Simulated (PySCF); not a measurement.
# cyclo-(Cl2SiS)4: geometry, NMR shifts and electronic excitations

Aim: predict the NMR shifts and electronic excitations of cyclo-(Cl2SiS)4.

The runs use PySCF 2.14.0, with density-fitted response routines of our own; the level of theory stands in each step. All values are computed, except where a source is named. Atoms are numbered from 0 throughout.

## Step 1: Starting geometry

16 atoms, charge 0, multiplicity 1; geometry from: GFN2-xTB. The atoms were then displaced at random by about 0.03 Å, so the start is not that level's minimum.

Bonds of the start (Å): Si0–Cl1 2.04, Si0–Cl2 2.05, Si0–S3 2.17, Si0–S15 2.05, S3–Si4 2.23, Si4–Cl5 2.03, Si4–Cl6 1.96, Si4–S7 2.16, S7–Si8 2.16, Si8–Cl9 2.03, Si8–Cl10 1.97, Si8–S11 2.18, S11–Si12 2.21, Si12–Cl13 2.03, Si12–Cl14 1.95, Si12–S15 2.08.

## Step 2: Relaxing the molecule at PBE0-D3(BJ)/def2-SVP

Job settings and geometry (Å):

```
{"job": {"xc": "PBE0", "basis": "def2-SVP", "d3": "d3bj", "grid": 1, "maxiter": 40, "shake": 0.03, "kind": "geom"}, "charge": 0, "multiplicity": 1}
Si    -0.922840     1.139910    -1.864770
Cl    -2.662410     0.307230    -2.541960
Cl    -0.602470     2.873710    -2.916100
S     -1.068900     1.864870     0.179360
Si    -2.068530     0.184320     1.251040
Cl    -1.707940     0.593730     3.204640
Cl    -3.982260     0.078210     0.863750
S     -1.180760    -1.685310     0.637850
Si     0.784160    -1.773120     1.518570
Cl     1.704240    -3.261050     0.491670
Cl     0.688970    -2.123830     3.457730
S      1.833790     0.115490     1.261600
Si     2.172960     0.398980    -0.900580
Cl     3.725710    -0.813170    -1.371760
Cl     2.655520     2.278200    -1.098800
S      0.596420    -0.212110    -2.105820
```

The run is started by

```
$ OMP_NUM_THREADS=2 python probes_run.py task.json out
```

The driver reads the jobs from task.json and runs them one after another.

**Question.** This job is followed by: GIAO PBE0/pcSseg-1 NMR shielding, non-relativistic, gas phase; TDDFT B3LYP/def2-SVPD, vertical, gas phase, core orbitals frozen in the response; GIAO B3LYP/pcSseg-1 NMR shielding, non-relativistic, gas phase. What will the session give for the following? point group; rotational constants (main isotopes); 29Si shifts against TMS (PBE0/pcSseg-1, means over atoms taken as alike); 35Cl shifts against HCl (PBE0/pcSseg-1, means over atoms taken as alike); 33S shifts against CS2 (PBE0/pcSseg-1, means over atoms taken as alike); potential on the surface of density 0.002 e/bohr³, 1st and 99th percentile; lowest singlet (B3LYP/def2-SVPD); brightest single state of those computed; lowest triplet; vertical ionisation energy (ΔSCF); vertical electron affinity (ΔSCF); range of the shift of S3 (with its like atoms).

The runs gave:

```
                                                                  quantity                        value
                                                               point group                           S4
                                      rotational constants (main isotopes)         0.16, 0.16, 0.11 GHz
  29Si shifts against TMS (PBE0/pcSseg-1, means over atoms taken as alike)                     32.5 ppm
  35Cl shifts against HCl (PBE0/pcSseg-1, means over atoms taken as alike)                      196 ppm
   33S shifts against CS2 (PBE0/pcSseg-1, means over atoms taken as alike)                      -26 ppm
potential on the surface of density 0.002 e/bohr³, 1st and 99th percentile           -0.09 V and 1.16 V
                                          lowest singlet (B3LYP/def2-SVPD)  5.30 eV (234 nm), f = 0.001
                                  brightest single state of those computed  state 8, 5.64 eV, f = 0.011
                                                            lowest triplet                      5.06 eV
                                         vertical ionisation energy (ΔSCF)                      9.51 eV
                                         vertical electron affinity (ΔSCF)                      0.43 eV
                            range of the shift of S3 (with its like atoms)                -26 to -9 ppm
```

**Reading.** The start of the PBE0/def2-SVP relaxation was shaken at random by about 0.03 Å, so part of the energy gained, and of the first lengths quoted, undoes that. The optimisation took 5 steps and gained 0.622 eV; among the close pairs (by a distance rule), Si12–Cl14 changed most, from 1.950 to 2.044 Å. At PBE0/pcSseg-1: The largest span, 259 ppm, is at Cl1, Cl2, Cl5, Cl6, Cl9 and 3 more, where the paramagnetic term is -400 ppm. At PBE0/pcSseg-1, counted by nearest atom on the grid, the HOMO lies on S3, S11 about 32 % each; S7, S15 about 9 % each, the LUMO on 4 S atoms about 12 % each; 4 Si atoms about 10 % each. The lowest singlet, at 5.30 eV, is HOMO→LUMO 0.92 and is dark; of the 10 states computed, the strongest absorption comes from states 7 to 8 together at 5.64 eV. The lowest triplet lies 0.24 eV below the lowest singlet (triplets in Tamm-Dancoff, singlets in full TDDFT). ΔSCF puts the ionisation energy at 9.51 eV, 1.45 eV above −ε(HOMO). In ppm, S3 (with its like atoms) moves most: its shift spreads over 17 ppm, from -26 (PBE0/pcSseg-1) to -9 (B3LYP/pcSseg-1).
